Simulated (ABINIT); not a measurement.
A run of ABINIT 10.8.3 (patched build):

File run.abi:

```
ndtset 7
getwfk -1
scalecart1 3*0.9795861087
scalecart2 3*0.9864848297
scalecart3 3*0.9932883884
scalecart4 3*1.0000000000
scalecart5 3*1.0066227096
scalecart6 3*1.0131594038
scalecart7 3*1.0196128224

pp_dirpath "./"
pseudos "Hf.upf, B.upf"

acell 3.2668333291 3.2668333291 3.2668333291 Angstrom
rprim
     0.0000000000     0.7071067812     0.7071067812
     0.7071067812     0.0000000000     0.7071067812
     0.7071067812     0.7071067812     0.0000000000
ntypat 2
znucl 72 5
natom 2
typat 1 2
xred
     0.5000000000     0.5000000000     0.5000000000
     0.0000000000     0.0000000000     0.0000000000

ecut 38.0

kptopt 1
ngkpt 10 10 10
nshiftk 1
shiftk 0.0 0.0 0.0

ixc -116133

nband 12
occopt 3
tsmear 0.05 eV

nstep 100
tolvrs 1.0e-10

iomode 3
prtwf 1
prtden 0
prteig 0
prtebands 0
enunit 1
```

Potentials or basis: PseudoDojo NC SR PBEsol v0.4.1 standard.

Run with:

```bash
$ abinit run.abi > log 2>&1
```

Hardware: 1 thread of Intel(R) Xeon(R) 6975P-C (Granite Rapids), with other jobs on the host.

Problem. Estimate the wall time of this run.

Solution. It took 120 s on 1 thread of Intel(R) Xeon(R) 6975P-C (Granite Rapids) (shared host), peak memory 0.1 GiB. Counts: scf iterations 50, mpi ranks 1, k points 47, bands 12, plane waves 1771.
